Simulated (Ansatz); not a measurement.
# C3H9AlFN: one species, many methods

The task here is to estimate one member of a computed series from the others.

Program: Ansatz 0.2.0, Gaussian basis. Level of theory: functionals in def2-TZVPP, the program's frozen cores in correlated methods. These are calculated values, not measurements.

Levels to be run: PBE-D4, r2SCAN-D4, PBE0-D4, B3LYP-D4, ωB97X-V, ωB97M-V, B2PLYP; CCSD(T)/def2-TZVPP; MP2/def2-QZVPP; extrapolation to the limit.

## The geometry

All runs share one geometry, relaxed beforehand with PBE0-D4 in a triple-zeta def2 set.

15 atoms, charge 0, spin multiplicity 1.

Atoms are counted from 1 here; the program's logs count them from 0.

Bond lengths: C1–C2 1.522 Å, C1–H7 1.095 Å, C1–H8 1.093 Å, C1–H9 1.092 Å, C2–C3 1.522 Å, C2–N4 1.454 Å, C2–H10 1.098 Å, C3–H11 1.092 Å, C3–H12 1.095 Å, C3–H13 1.093 Å, N4–Al5 1.758 Å, N4–H14 1.011 Å, Al5–F6 1.652 Å, Al5–H15 1.571 Å. Angles: C2–C1–H7 110.3°, C2–C1–H8 111.3°, C2–C1–H9 110.8°, H7–C1–H8 107.8°, H7–C1–H9 107.9°, H8–C1–H9 108.6°, C1–C2–C3 111.1°, C1–C2–N4 111.4°, C1–C2–H10 107.9°, C3–C2–N4 111.4°, C3–C2–H10 107.9°, N4–C2–H10 107.0°, C2–C3–H11 110.8°, C2–C3–H12 110.3°, C2–C3–H13 111.3°, H11–C3–H12 107.9°, H11–C3–H13 108.6°, H12–C3–H13 107.8° and more.

Set-up of the first run:

in.yaml reads:

```yaml
crystal:
  periodic: [false, false, false]
  atoms:
    - {symbol: C, position_ang: [0.103137, 1.423785, -0.927923]}
    - {symbol: C, position_ang: [-0.206950, 0.354509, 0.110309]}
    - {symbol: C, position_ang: [-1.695152, 0.035427, 0.140561]}
    - {symbol: N, position_ang: [0.588231, -0.843034, -0.107802]}
    - {symbol: Al, position_ang: [1.774203, -1.547568, 0.981896]}
    - {symbol: F, position_ang: [2.550544, -2.924426, 0.502229]}
    - {symbol: H, position_ang: [-0.152254, 1.065410, -1.930488]}
    - {symbol: H, position_ang: [-0.470462, 2.335740, -0.743351]}
    - {symbol: H, position_ang: [1.165663, 1.674302, -0.921181]}
    - {symbol: H, position_ang: [0.072802, 0.750257, 1.095418]}
    - {symbol: H, position_ang: [-1.917231, -0.705445, 0.910993]}
    - {symbol: H, position_ang: [-2.015649, -0.373984, -0.822984]}
    - {symbol: H, position_ang: [-2.290168, 0.930993, 0.337264]}
    - {symbol: H, position_ang: [0.386744, -1.267827, -1.003051]}
    - {symbol: H, position_ang: [2.106540, -0.908138, 2.378119]}
basis:
  gaussian: {orbitals: def2-TZVPP}
hamiltonian: {xc: pbe, dispersion: d4}
output: {forces: true, orbitals: {seedname: orbitals}}
```

Launch:

```sh
> ansatz run in.yaml --threads 2 --pin off --events-out ev --progress --plain --max-ram 32768MiB --backend cuda --devices 0, --max-vram 18GiB
```

Steps of the session up to this table: PBE-D4 (GGA); r2SCAN-D4 (meta-GGA); PBE0-D4 (hybrid); B3LYP-D4 (hybrid); ωB97X-V (range-separated); ωB97M-V (range-separated); B2PLYP (double hybrid); CCSD(T) in def2-TZVPP; MP2 in def2-QZVPP.

One of the session's tables, all rows but one given; the rest of the session is left out.

It belongs to the step «Atomisation energies». 

| method | atomisation energy (kJ/mol) |
| --- | --- |
| PBE-D4 | 5819.5 |
| r2SCAN-D4 | ? |
| PBE0-D4 | 5735.3 |
| B3LYP-D4 | 5738.9 |
| ωB97X-V | 5749.8 |
| ωB97M-V | 5751.8 |
| B2PLYP | 5684.4 |
| HF/def2-TZVPP | 4256.6 |
| MP2/def2-TZVPP | 5684.8 |
| CCSD/def2-TZVPP | 5532.7 |
| CCSD(T)/def2-TZVPP | 5604.5 |
| MP2/CBS | 5826.3 |
| CCSD(T)/CBS | 5746.0 |

**Question.** Estimate the row for r2SCAN-D4.

**Answer.** atomisation energy (kJ/mol): 5738.2. In the column «atomisation energy (kJ/mol)» it lies between PBE0-D4 (5735.3) and B3LYP-D4 (5738.9).
